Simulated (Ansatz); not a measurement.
SrLiAlSb₂, space group P3m1, a scan of the energy under strain

With the Ansatz DFT code, driven from Python.

At the Python prompt:
```pycon
>>> import warnings
>>> import ansatz as az
>>> import numpy as np
>>> from tabulate import tabulate
>>> vectors0 = np.array([
...     [4.600206, 0.0, 0.0],
...     [-2.300103, 3.983895, 0.0],
...     [0.0, 0.0, 7.831278],
... ])
>>> sites = [
...     ("Li", [2 / 3, 1 / 3, 0.366661]),
...     ("Sr", [1 / 3, 2 / 3, 0.026229]),
...     ("Al", [0.0, 0.0, 0.603317]),
...     ("Sb", [0.0, 0.0, 0.266913]),
...     ("Sb", [2 / 3, 1 / 3, 0.73688]),
... ]
>>> def build(cell):
...     crystal = az.Crystal(lattice=az.Lattice.of(cell))
...     for symbol, position in sites:
...         crystal = crystal.atom(symbol, position)
...     return crystal
...
>>> warnings.simplefilter("ignore", az.DeckWarning)
>>> values = np.linspace(-0.03, 0.03, 5)
>>> energies = []
>>> for d in values:
...     strain = np.diag([0, 0, d])
...     cell = vectors0 @ (np.eye(3) + strain)
...     calculation = (
...         build(cell).calculation()
...         .functional("r2scan")
...         .pseudopotentials("paw")
...         .occupations("fermi_dirac", width=0.02)
...         .basis(520)
...         .kpoints(6, 6, 4)
...     )
...     summary = calculation.run(threads=1).report
...     energies.append(summary["free_energy_ev"] / len(sites))
...     print(f"d = {d:+.4f}  F = {energies[-1]:.5f} eV/atom")
...
d = -0.0300  F = -3460.54234 eV/atom
d = -0.0150  F = -3460.54653 eV/atom
d = +0.0000  F = -3460.54620 eV/atom
d = +0.0150  F = -3460.54181 eV/atom
d = +0.0300  F = -3460.53377 eV/atom
>>> energies = np.array(energies)
>>> print(tabulate(zip(values, 1000 * (energies - energies.min())), headers=["strain", "dE (meV/atom)"], floatfmt=".3f"))
  strain    dE (meV/atom)
--------  ---------------
  -0.030            4.187
  -0.015            0.000
   0.000            0.330
   0.015            4.723
   0.030           12.763
>>> curvature = 2 * np.polyfit(values, energies, 3)[1]
>>> volume = abs(np.linalg.det(vectors0)) / len(sites)
>>> print(f"d2E/dd2 over the volume: {curvature / volume * 160.21766:.1f} GPa")
d2E/dd2 over the volume: 101.1 GPa
```

Against the unstrained cell the energy per atom changes by +3.86 meV at one end of the scan and +12.43 meV at the other, and its second derivative over the volume is 101.1 GPa.

Caveats:
- Total energies depend on the potentials; only differences at equal settings carry meaning.
- The curvature belongs to this strain pattern and to the cell's stress; it equals a single elastic constant only for simple patterns.
- The gap on the mesh is very small: such values hang on mesh and functional, which can close or open them.
- This cell is a computed structure, which may not be the phase found in nature.
- The ions keep their fractional positions (clamped ions).
- The whole script took 89 s on 1 thread of Arm Neoverse V2, on a shared host, peak memory 0.71 GiB.
